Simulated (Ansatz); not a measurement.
# CH6AsBO: up Jacob's ladder to CCSD(T)

An exercise on one series of results from a longer session: the logs are not shown, and one member is left open.

Computed with Ansatz 0.2.0, Gaussian basis. Level: functionals in def2-TZVPP, the program's frozen cores in correlated methods.

Plan: LDA (SPW92), PBE-D4, revPBE-D4, BLYP-D4, r2SCAN-D4, B97M-V, PBE0-D4, B3LYP-D4, r2SCANh-D4, r2SCAN0-D4, HSE06-D4, BHLYP-D4, CAM-B3LYP-D4, LC-ωPBE, ωB97X-V, ωB97M-V, B2PLYP, PBE-QIDH; CCSD(T)/def2-SVP; CCSD(T)/def2-TZVPP; MP2/def2-QZVPP; extrapolation to the limit; RPA on PBE.

**The relaxed structure**

The geometry comes from an earlier relaxation with PBE0-D4 in a triple-zeta def2 set; it is a stationary point, not always the lowest conformer.

SMILES `B[AsH]CO`, 10 atoms, charge 0, spin multiplicity 1.

Atoms are counted from 1 here; the program's logs count them from 0.

Bond lengths: B1–As2 1.975 Å, B1–H5 1.194 Å, B1–H6 1.193 Å, As2–C3 1.965 Å, As2–H7 1.513 Å, C3–O4 1.408 Å, C3–H8 1.097 Å, C3–H9 1.096 Å, O4–H10 0.962 Å. Angles: As2–B1–H5 118.8°, As2–B1–H6 120.2°, H5–B1–H6 120.4°, B1–As2–C3 101.8°, B1–As2–H7 101.2°, C3–As2–H7 99.3°, As2–C3–O4 110.8°, As2–C3–H8 105.5°, As2–C3–H9 107.5°, O4–C3–H8 112.3°, O4–C3–H9 112.0°, H8–C3–H9 108.4°, C3–O4–H10 108.5°.

The first run:

The input, in.yaml:

```yaml
crystal:
  periodic: [false, false, false]
  atoms:
    - {symbol: B, position_ang: [-1.745122, 0.720727, 0.174644]}
    - {symbol: As, position_ang: [-0.052487, 0.578260, 1.183098]}
    - {symbol: C, position_ang: [0.934366, -0.750539, 0.124524]}
    - {symbol: O, position_ang: [0.993684, -0.366411, -1.229190]}
    - {symbol: H, position_ang: [-2.252247, -0.277390, -0.240938]}
    - {symbol: H, position_ang: [-2.329482, 1.759924, 0.127427]}
    - {symbol: H, position_ang: [0.664786, 1.832304, 0.733070]}
    - {symbol: H, position_ang: [0.397017, -1.696711, 0.266126]}
    - {symbol: H, position_ang: [1.931969, -0.850423, 0.566881]}
    - {symbol: H, position_ang: [1.540615, -1.000941, -1.702642]}
basis:
  gaussian: {orbitals: def2-TZVPP}
hamiltonian: {xc: lda}
output: {orbitals: {seedname: orbitals}}
```

Among the steps run: LDA; PBE-D4 (GGA); revPBE-D4 (GGA); BLYP-D4 (GGA); r2SCAN-D4 (meta-GGA); B97M-V (meta-GGA); PBE0-D4 (hybrid); B3LYP-D4 (hybrid); r2SCANh-D4 (hybrid); r2SCAN0-D4 (hybrid); HSE06-D4 (hybrid); BHLYP-D4 (hybrid); CAM-B3LYP-D4 (range-separated); LC-ωPBE (range-separated); ωB97X-V (range-separated); ωB97M-V (range-separated); B2PLYP (double hybrid); PBE-QIDH (double hybrid).

One table of the session follows, with a row left open; its other results are not shown here.

It belongs to the step «Orbital energies across the functionals». 

```
  functional  HOMO (eV)  LUMO (eV)  gap (eV)
 LDA (SPW92)      -6.18      -2.91      3.27
      PBE-D4      -6.02      -2.66      3.37
   revPBE-D4      -5.96      -2.55      3.41
     BLYP-D4      -5.87      -2.49      3.38
   r2SCAN-D4      -6.24      -2.36      3.88
      B97M-V      -6.28      -2.43      3.85
     PBE0-D4      -7.03      -1.73      5.31
    B3LYP-D4      -6.84      -1.92      4.92
  r2SCANh-D4      -6.62      -2.03      4.59
  r2SCAN0-D4      -7.18      -1.55      5.63
    HSE06-D4      -6.64      -2.11      4.53
    BHLYP-D4      -7.91      -0.70      7.22
CAM-B3LYP-D4          ?          ?         ?
     LC-ωPBE      -9.55       0.50     10.06
     ωB97X-V      -9.24       0.42      9.65
     ωB97M-V      -9.14       0.20      9.34
```

Q: Estimate the row for CAM-B3LYP-D4 from the others.

As computed: HOMO (eV): -8.27; LUMO (eV): -0.64; gap (eV): 7.64. In the column «HOMO (eV)» it lies between ωB97M-V (-9.14) and BHLYP-D4 (-7.91).
